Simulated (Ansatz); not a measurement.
# CH5GeN: basis-set convergence

An exercise on one series of results from a longer session: the logs are not shown, and one member is left open.

Program: Ansatz 0.2.0, Gaussian basis. Level of theory: one geometry, several basis sets. These are calculated values, not measurements.

The runs, in order: PBE0-D4/def2-SVP; ωB97M-V/def2-SVP; PBE0-D4/def2-QZVPP; ωB97M-V/def2-QZVPP; the functionals' def2-TZVPP values are taken from earlier runs.

### Structure used throughout

All runs share one geometry, relaxed beforehand with PBE0-D4 in a triple-zeta def2 set.

SMILES `C=[N][GeH3]`, 8 atoms, charge 0, spin multiplicity 1.

Atoms are counted from 1 here; the program's logs count them from 0.

Bond lengths: C1–N2 1.258 Å, C1–H4 1.103 Å, C1–H5 1.097 Å, N2–Ge3 1.863 Å, Ge3–H6 1.546 Å, Ge3–H7 1.534 Å, Ge3–H8 1.534 Å. Angles: N2–C1–H4 125.1°, N2–C1–H5 119.6°, H4–C1–H5 115.3°, C1–N2–Ge3 119.3°, N2–Ge3–H6 110.2°, N2–Ge3–H7 107.5°, N2–Ge3–H8 107.4°, H6–Ge3–H7 110.7°, H6–Ge3–H8 110.7°, H7–Ge3–H8 110.2°.

Geometry (Å):

```
C    -0.4826    1.0937   -0.9461
N     0.2116    0.0448   -0.9481
Ge    0.4413   -0.9007    0.6402
H    -0.9847    1.5200   -0.0618
H    -0.6207    1.6539   -1.8789
H    -0.3104   -0.1961    1.7932
H     1.9473   -0.9573    0.9284
H    -0.1097   -2.3154    0.4173
```

The first run:

File in.yaml:

```yaml
crystal:
  periodic: [false, false, false]
  atoms:
    - {symbol: C, position_ang: [-0.482639, 1.093725, -0.946071]}
    - {symbol: N, position_ang: [0.211647, 0.044828, -0.948051]}
    - {symbol: Ge, position_ang: [0.441279, -0.900717, 0.640222]}
    - {symbol: H, position_ang: [-0.984701, 1.520004, -0.061811]}
    - {symbol: H, position_ang: [-0.620695, 1.653864, -1.878910]}
    - {symbol: H, position_ang: [-0.310392, -0.196116, 1.793207]}
    - {symbol: H, position_ang: [1.947345, -0.957334, 0.928413]}
    - {symbol: H, position_ang: [-0.109743, -2.315355, 0.417301]}
basis:
  gaussian: {orbitals: def2-SVP}
hamiltonian: {xc: pbe0, dispersion: d4}
output: {orbitals: {seedname: orbitals}}
```

Started as:

```
$ ansatz run in.yaml --threads 2 --pin off --events-out ev --progress --plain --max-ram 4352MiB
```

Among the steps run: PBE0-D4 in def2-SVP; ωB97M-V in def2-SVP; PBE0-D4 in def2-QZVPP; ωB97M-V in def2-QZVPP.

One table of the session follows, with a row left open; its other results are not shown here.

It belongs to the step «Functionals by basis». 

| functional | basis | HOMO (eV) |
| --- | --- | --- |
| PBE0-D4 | def2-SVP | ? |
| PBE0-D4 | def2-TZVPP | -7.10 |
| PBE0-D4 | def2-QZVPP | -7.12 |
| ωB97M-V | def2-SVP | -9.24 |
| ωB97M-V | def2-TZVPP | -9.39 |
| ωB97M-V | def2-QZVPP | -9.41 |

Estimate the missing values for PBE0-D4, def2-SVP.

The run gave: HOMO (eV): -6.97. In the column «HOMO (eV)» it is the highest.
